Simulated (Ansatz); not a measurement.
# Ge3O4: the cost of one run

Program: Ansatz 0.2.0, Gaussian basis. Level of theory: UKS PBE0-D4/def2-SVP. These are calculated values, not measurements.

Levels to be run: a search for the lowest solution at PBE0-D4/def2-SVP; a single point at PBE0-D4/def2-TZVP.

7 further runs of the same task are left out: 5 that didn't finish, 2 set aside as unsound or not needed. Runs told in other sessions of the task aren't counted.

**1. The geometry**

The geometry is that of the doublet, from an earlier relaxation (r2SCAN-D4/def2-SVP). At that level it is the lowest of the isomers that a small search found.

7 atoms, charge 1, spin multiplicity 2.

Atoms are counted from 1 here; the program's logs count them from 0.

Bond lengths: Ge1–O4 1.968 Å, Ge1–O6 1.827 Å, Ge2–O4 1.922 Å, Ge2–O5 1.753 Å, Ge2–O6 1.766 Å, Ge2–O7 1.766 Å, Ge3–O4 1.968 Å, Ge3–O7 1.827 Å. Angles: O4–Ge1–O6 82.2°, O4–Ge2–O5 125.3°, O4–Ge2–O6 85.1°, O4–Ge2–O7 85.1°, O5–Ge2–O6 112.9°, O5–Ge2–O7 112.9°, O6–Ge2–O7 129.7°, O4–Ge3–O7 82.2°, Ge1–O4–Ge2 91.2°, Ge1–O4–Ge3 136.9°, Ge2–O4–Ge3 91.2°, Ge1–O6–Ge2 101.4°, Ge2–O7–Ge3 101.4°.

The ion is computed in the gas phase, without counter-ions or solvent.

Bonds by kind at the end (by distance):

```csv
bond,count,shortest (Å),longest (Å)
Ge–O,8,1.753,1.968
```

**2. Searching for the lowest solution, PBE0-D4/def2-SVP**

start.molden holds the orbitals of an earlier run on this state, given as this run's starting guess.

The input, in.yaml:

```yaml
crystal:
  periodic: [false, false, false]
  atoms:
    - {symbol: Ge, position_ang: [-0.541155, -2.108785, 0.618757]}
    - {symbol: Ge, position_ang: [0.191093, 0.568946, 0.472905]}
    - {symbol: Ge, position_ang: [-0.408837, 0.203082, -2.216624]}
    - {symbol: O, position_ang: [0.244945, -0.921364, -0.739516]}
    - {symbol: O, position_ang: [1.591094, 1.353962, 1.177308]}
    - {symbol: O, position_ang: [-0.596318, -0.557466, 1.581797]}
    - {symbol: O, position_ang: [-0.480812, 1.461635, -0.894636]}
basis:
  gaussian: {orbitals: def2-SVP, initial_orbitals: start.molden}
total_charge: 1
magnetization: {spin_polarized: true, initial_magnetization: 1}
hamiltonian: {xc: pbe0, dispersion: d4}
output: {orbitals: {seedname: orbitals}}
```

Command:

```sh
> ansatz run in.yaml --threads 4 --pin off --events-out ev --progress --plain --max-ram 4787MiB
```

What time and memory should one allow on 4 threads of Arm Neoverse V1, shared host?

About 18 s, with a peak of 0.94 GiB.
